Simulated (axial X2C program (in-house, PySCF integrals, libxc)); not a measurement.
**TiCN: Ω levels from open-shell CI on d2 s1 p(π)0**

Aim: the spin–orbit levels of TiCN that arise from the configuration d2 s1 p(π)0 of Ti, and how they move with the bond.

Method: two-component X2C, average-of-configuration Hartree–Fock and CI in the open shells; program: an in-house X2C program for linear molecules on PySCF integrals.

All values are calculated.

## (1) The job

task.json

```json
{"zs": [22, 6, 7], "q": 0, "bas": ["dyall-v3z", "dyall-v3z", "dyall-av3z"], "r0": 2.11, "metal": 0, "shells": [[2, [0, 1, 2], 2], [0, [0], 1], [1, [1], 0]], "fix": 0, "emax": 3.2, "nroots": 4, "r2": 1.16}
```

Keys: zs atomic numbers; q charge; bas basis sets; r0 starting distance in Å; metal index of the metal atom; shells open shells as [l, |m| values, electrons]; fix electron count of the first shell held; emax energy window in eV; nroots roots for each Ω; r2 second bond in Å, held.

Command:

```console
> python soci.py task.json out
```

Two-component X2C with atomic mean-field Coulomb and Gaunt terms, basis Ti dyall-v3z, C dyall-v3z, N dyall-av3z (cores contracted in-house). Orbitals come from Hartree–Fock averaged over the configuration Ti d2 s1 p(π)0; CI then distributes these electrons over the d, s, p(π) shells of Ti.

## (2) CI at Ti–C–N held linear, bonds 2.262 and 1.160 Å (the second held)

What does the calculation give? Wanted: lowest level of the model; next level; lowest curve, Re and ωe.

The runs gave:

```
                 quantity                          value
lowest level of the model  Ω = 3/2, g∥ = 0.01, 99% d2 s1
               next level        Ω = 5/2, 97 cm⁻¹ higher
  lowest curve, Re and ωe            2.235 Å, 395.5 cm⁻¹
```

What this shows: In the lowest level ⟨Sz⟩ = -1.50 and ⟨Lz⟩ = 3.00; its leading determinant has weight 0.99 among 82. From 2.262 to 2.183 Å the gap from the lowest to the fifth level goes from 1081 to 1100 cm⁻¹. Without dynamic correlation distances can be off by several hundredths of an Å, and the wavenumbers are rough. There is no dynamic correlation: spin–orbit spacings and, for f shells, spacings inside one term are the most reliable numbers, splittings between terms come out too wide, and energies between configurations are not reliable, so the lowest level need not be the ground state of the molecule. For d shells the ligand-field splittings (σ, π, δ) and their order can be off by a thousand cm⁻¹ or more. At most 4 roots were kept for each Ω > 0 (twice that for Ω = 0) within 3.2 eV of the lowest, so higher up levels can be missing between those listed; levels with Ω > 0 are doubly degenerate and listed once, Ω = 0 levels singly. States that fill the shells left empty in the average are placed too high. The molecule was held linear; bending was not examined.
